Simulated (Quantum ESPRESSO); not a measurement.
Something may be wrong with this Quantum ESPRESSO 7.5 calculation of RuSe.

pw.in

```
&CONTROL
  calculation = 'scf'
  prefix = 'pwscf'
  outdir = './tmp'
  pseudo_dir = './pseudo'
  tprnfor = .true.
  disk_io = 'nowf'
/
&SYSTEM
  ibrav = 0
  nat = 4
  ntyp = 4
  ecutwfc = 36
  ecutrho = 216
  nbnd = 34
  occupations = 'smearing'
  smearing = 'gaussian'
  degauss = 0.00367493
  nspin = 2
  starting_magnetization(1) = 0.25
  starting_magnetization(2) = 0
  starting_magnetization(3) = -0.25
  starting_magnetization(4) = -0
  nosym = .true.
/
&ELECTRONS
  conv_thr = 1d-06
  electron_maxstep = 75
  mixing_beta = 0.3
  mixing_ndim = 12
/
ATOMIC_SPECIES
Ru1  101.0700 Ru.GGA_PBE-JTH.UPF
Se1   78.9710 Se.GGA_PBE-JTH.UPF
Ru2  101.0700 Ru.GGA_PBE-JTH.UPF
Se2   78.9710 Se.GGA_PBE-JTH.UPF
CELL_PARAMETERS bohr
   0.0000000000    3.1876923100    3.1876923100
   3.1876923100    0.0000000000    3.1876923100
   3.1876923100    3.1876923100    0.0000000000
ATOMIC_POSITIONS crystal
Ru1    0.0000000000    0.0000000000    0.0000000000
Se1    0.2500000000    0.2500000000    0.2500000000
Ru2    0.5000000000    0.5000000000    0.5000000000
Se2    0.7500000000    0.7500000000    0.7500000000
K_POINTS automatic
3 3 3 0 0 0
HUBBARD {atomic}
U Ru1-4d 4.0
U Ru2-4d 4.0
```

Potentials or basis: JTH 2.0 PBE.

The run is started by

```bash
$ OMP_NUM_THREADS=1 pw.x -in pw.in > pw.out
```

pw.out:

```text
This program is part of the open-source Quantum ESPRESSO suite
     for quantum simulation of materials; please cite
         "P. Giannozzi et al., J. Phys.:Condens. Matter 21 395502 (2009);
         "P. Giannozzi et al., J. Phys.:Condens. Matter 29 465901 (2017);
         "P. Giannozzi et al., J. Chem. Phys. 152 154105 (2020);
     in publications or presentations arising from this work. More details at

     file Ru.GGA_PBE-JTH.UPF: wavefunction(s)  5S 4P 0P 4D 0D renormalized
     file Se.GGA_PBE-JTH.UPF: wavefunction(s)  0S 4P 0P renormalized
     file Ru.GGA_PBE-JTH.UPF: wavefunction(s)  5S 4P 0P 4D 0D renormalized
     file Se.GGA_PBE-JTH.UPF: wavefunction(s)  0S 4P 0P renormalized

     G-vector sticks info
     --------------------
     sticks:   dense  smooth     PW     G-vecs:    dense   smooth      PW
     Sum         301     199     73                 3479     1917     387

     Using Slab Decomposition

     bravais-lattice index     =            0
[... 477 lines left out ...]
     Number of occupied Hubbard levels =   17.8622

[... 228 lines left out ...]
     the Fermi energy is   128.8395 ev

!    total energy              =   -1192.58298568 Ry
     total all-electron energy =     -1192.582986 Ry
     estimated scf accuracy    <       0.00000085 Ry
     smearing contrib. (-TS)   =      -0.00101323 Ry
     internal energy E=F+TS    =   -1192.58197245 Ry

     The total energy is F=E-TS. E is the sum of the following terms:
     one-electron contribution =     301.67936071 Ry
     hartree contribution      =      22.30474698 Ry
     xc contribution           =     -83.11500047 Ry
     ewald contribution        =    -616.40991498 Ry
     Hubbard energy            =       0.27669804 Ry
     one-center paw contrib.   =    -817.31786274 Ry

     total magnetization       =     0.44 Bohr mag/cell
     absolute magnetization    =     0.45 Bohr mag/cell

     convergence has been achieved in  11 iterations

     negative rho (up, down):  2.005E-02 1.952E-02

     Forces acting on atoms (cartesian axes, Ry/au):

     atom    1 type  1   force =    -0.00002023   -0.00000382    0.00009037
     atom    2 type  2   force =    -0.00003908   -0.00002419    0.00001983
     atom    3 type  3   force =     0.00007624    0.00005971   -0.00012425
     atom    4 type  4   force =    -0.00001693   -0.00003171    0.00001405

     Total force =     0.000193     Total SCF correction =     0.000086
     SCF correction compared to forces is large: reduce conv_thr to get better values

=------------------------------------------------------------------------------=
   JOB DONE.
=------------------------------------------------------------------------------=
```

Problem. How did it end, and where is the flaw?

Solution. The calculation finished and met its thresholds. The input holds a flaw that was put in on purpose: cell typed in angstrom but marked bohr. The program doesn't stop on it, so the numbers can't be trusted though the run ends normally.
